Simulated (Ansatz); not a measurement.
# VMo: the cost of one run

Program: Ansatz 0.2.0. Level of theory: DFT LDA, with the methods named in each step. These are calculated values, not measurements.

### Step 1. Starting point

The structure is orthorhombic, space group Cmmm (No. 65). Conventional cell: a = 3.075 Å, b = 4.448 Å, c = 4.229 Å, α = 90.00°, β = 90.00°, γ = 90.00°. Around V (site symmetry mmm) lie 4 Mo at 2.61 Å and 4 V at 2.70 Å. Mo (site symmetry mmm) is surrounded by 4 V at 2.61 Å and 4 Mo at 2.70 Å.

Structure file:

```cif
data_structure
_symmetry_space_group_name_H-M 'Cmmm'
_symmetry_Int_Tables_number 65
_cell_length_a 3.0746
_cell_length_b 4.4481
_cell_length_c 4.2290
_cell_angle_alpha 90.000
_cell_angle_beta 90.000
_cell_angle_gamma 90.000
_cell_volume 57.84
loop_
_atom_site_label
_atom_site_type_symbol
_atom_site_symmetry_multiplicity
_atom_site_Wyckoff_symbol
_atom_site_fract_x
_atom_site_fract_y
_atom_site_fract_z
_atom_site_occupancy
V1 V 2 c 0.50000 0.00000 0.50000 1
Mo1 Mo 2 a 0.00000 0.00000 0.00000 1
```

The file gives the conventional cell by its symmetry; the runs use the cell typed in the input.

Atoms are numbered in the order of the input: V1, Mo2.

### Step 2. Free moments, LAPW

input.yaml

```yaml
crystal:
  lattice:
    - [1.53727779, -2.2240280561, 0.0]
    - [1.53727779, 2.2240280561, 0.0]
    - [0.0, 0.0, 4.2290126323]
  atoms:
    - { symbol: V, position: [0.5, 0.5, 0.5], spin: 2.0 }
    - { symbol: Mo, position: [0.0, 0.0, 0.0], spin: 1.5 }
magnetization:
  spin_polarized: true
kpoints:
  mp_grid: { grid: [11, 11, 7] }
scf:
  occupations: { method: fermi_dirac, width: 0.05 }
  lower_state_search: "off"
hamiltonian:
  xc: lda
  pseudopotentials: { kind: all_electron, lapw: { basis_error: 0.001 } }
output:
  forces: true
  stress: true
  eigenvalues: false
  populations: true
  dos: { projected: true, de: 0.1, e_range: [-8, 5] }
```

Launch:

```bash
ansatz run input.yaml --threads 1 --pin off --max-ram 3072MiB --backend cpu --events-out ev --progress --plain --runs-dir out
```

What time and memory should one allow on 1 thread of Arm Neoverse V1, shared host?

About 1.7 min, with a peak of 0.76 GiB.
